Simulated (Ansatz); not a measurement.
# Cadmium, fcc under LDA: structure, energy and stiffness

Aim: take cadmium in the fcc structure, relax it, solve it on a dense k-mesh, switch on spin-orbit coupling, then scale the cell to 7 volumes from 88 to 112 % of the relaxed one and try a fit of the equation of state. The k-meshes are 12×12×12 for the relaxation; 21×21×21 for the dense run; 13×13×13 for spin-orbit coupling; 14×14×14 for the volumes.

This is Cd in the fcc structure; at room conditions it is hcp.

Computed with Ansatz 0.2.0 (DFT LDA (PW92), plane waves (420 eV) with PAW, scalar-relativistic; PBE-made PAW files, unless a step says otherwise).

**1. Starting point**

Symmetry: Fm-3m, No. 225, cubic system. Conventional cell: a = 4.420 Å, b = 4.420 Å, c = 4.420 Å, α = 90.00°, β = 90.00°, γ = 90.00°. Around Cd (site symmetry m-3m) lie 12 Cd at 3.13 Å.

Coordinates:

```cif
data_structure
_symmetry_space_group_name_H-M 'P 1'
_symmetry_Int_Tables_number 1
_cell_length_a 3.1253
_cell_length_b 3.1253
_cell_length_c 3.1253
_cell_angle_alpha 60.000
_cell_angle_beta 60.000
_cell_angle_gamma 60.000
_cell_volume 21.59
loop_
_atom_site_label
_atom_site_type_symbol
_atom_site_fract_x
_atom_site_fract_y
_atom_site_fract_z
_atom_site_occupancy
Cd1 Cd 0.00000 0.00000 0.00000 1
```

**2. Relaxing cell and atoms**

Input file input.yaml:

```yaml
crystal:
  lattice:
    - [0.0, 2.2099191412, 2.2099191412]
    - [2.2099191412, 0.0, 2.2099191412]
    - [2.2099191412, 2.2099191412, 0.0]
  atoms:
    - { symbol: Cd, position: [0.0, 0.0, 0.0] }
hamiltonian:
  xc: lda
  pseudopotentials:
    kind: paw
    azcp:
      Cd: "pseudopotentials/Cd.paw.azcp"
basis:
  ecutwfc: 420
  fft_grid_basis: typed
kpoints:
  mp_grid: { grid: [12, 12, 12], shift: [0, 0, 0] }
magnetization:
  spin_polarized: false
scf:
  occupations: { method: fermi_dirac, width: 0.1 }
relax:
  max_steps: 60
  f_tol: 0.01
  cell: {}
```

After this run come: Single point on a dense mesh; Spin-orbit coupling switched on; Volume × 0.88; Volume × 0.92; Volume × 0.96; Volume × 1.0; Volume × 1.04; Volume × 1.08; Volume × 1.12.

What does the calculation give? Wanted: space group; conventional cell; volume; shortest distance; gap on the mesh; relative to hcp; V₀, B₀, B₀′.

**Answer**, as computed:

| quantity | value |
| --- | --- |
| space group (spins left aside) | Fm-3m (No. 225) |
| conventional cell | a = 4.306 Å |
| volume | 19.957 Å³/atom |
| shortest distance | 3.045 Å |
| gap on the mesh | none (levels filled in part) |
| relative to hcp | +16 meV/atom |
| V₀, B₀, B₀′ | 19.967 Å³/atom, 71 GPa, 5.5 |

What this shows: The relaxation shrank the cell by 7.5 % in volume. It lies 16 meV/atom above the element's reference form at the same level (hcp, from a run of its own). Levels at the Fermi energy are filled in part, as in a metal. The total energy of the spin-orbit run lies -2.6 eV/atom from the scalar one, but the two kinds of run don't share a zero of energy: only differences within one kind count. B₀ comes out at 71 GPa. Relaxation kept the symmetry; phonons were not checked.
